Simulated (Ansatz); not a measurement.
**AlH4OPSi: basis-set convergence**

The task here is to estimate one member of a computed series from the others.

Program: Ansatz 0.2.0, Gaussian basis. Level of theory: one geometry, several basis sets. These are calculated values, not measurements.

Plan: PBE0-D4/def2-SVP; ωB97M-V/def2-SVP; PBE0-D4/def2-QZVPP; ωB97M-V/def2-QZVPP; the functionals' def2-TZVPP values are taken from earlier runs.

**The geometry**

All runs share one geometry, relaxed beforehand with PBE0-D4 in a triple-zeta def2 set.

8 atoms, charge 0, spin multiplicity 1.

Atoms are counted from 1 here; the program's logs count them from 0.

Bond lengths: O1–P2 1.902 Å, O1–Al3 1.879 Å, O1–H5 0.965 Å, P2–Al3 2.367 Å, P2–Si4 2.271 Å, Al3–Si4 2.348 Å, Al3–H6 1.576 Å, Si4–H7 1.491 Å, Si4–H8 1.488 Å. Angles: P2–O1–Al3 77.5°, P2–O1–H5 107.5°, Al3–O1–H5 119.6°, O1–P2–Al3 50.8°, O1–P2–Si4 87.1°, Al3–P2–Si4 60.8°, O1–Al3–P2 51.7°, O1–Al3–Si4 85.4°, O1–Al3–H6 117.6°, P2–Al3–Si4 57.6°, P2–Al3–H6 137.0°, Si4–Al3–H6 156.9°, P2–Si4–Al3 61.6°, P2–Si4–H7 120.0°, P2–Si4–H8 104.5°, Al3–Si4–H7 135.4°, Al3–Si4–H8 111.9°, H7–Si4–H8 110.2°.

Set-up of the first run:

File in.yaml:

```yaml
crystal:
  periodic: [false, false, false]
  atoms:
    - {symbol: O, position_ang: [-0.091380, 1.406538, -0.709401]}
    - {symbol: P, position_ang: [-1.199379, -0.129605, -0.883901]}
    - {symbol: Al, position_ang: [0.042568, 0.613654, 0.989141]}
    - {symbol: Si, position_ang: [0.580155, -1.351537, -0.177668]}
    - {symbol: H, position_ang: [-0.650778, 2.183155, -0.829733]}
    - {symbol: H, position_ang: [-0.206320, 1.532152, 2.245640]}
    - {symbol: H, position_ang: [1.639574, -1.755222, -1.146075]}
    - {symbol: H, position_ang: [-0.022242, -2.556135, 0.456096]}
basis:
  gaussian: {orbitals: def2-SVP}
hamiltonian: {xc: pbe0, dispersion: d4}
output: {orbitals: {seedname: orbitals}}
```

Command:

```
$ ansatz run in.yaml --threads 2 --pin off --events-out ev --progress --plain --max-ram 4352MiB
```

Among the steps run: PBE0-D4 in def2-SVP; ωB97M-V in def2-SVP; PBE0-D4 in def2-QZVPP; ωB97M-V in def2-QZVPP.

One of the session's tables, all rows but one given; the rest of the session is left out.

```
functional       basis  HOMO (eV)
   PBE0-D4    def2-SVP      -5.85
   PBE0-D4  def2-TZVPP      -5.85
   PBE0-D4  def2-QZVPP      -5.86
   ωB97M-V    def2-SVP      -7.69
   ωB97M-V  def2-TZVPP      -7.73
   ωB97M-V  def2-QZVPP          ?
```

Estimate the missing values for ωB97M-V, def2-QZVPP.

The run gave: HOMO (eV): -7.75. In the column «HOMO (eV)» it is the lowest.
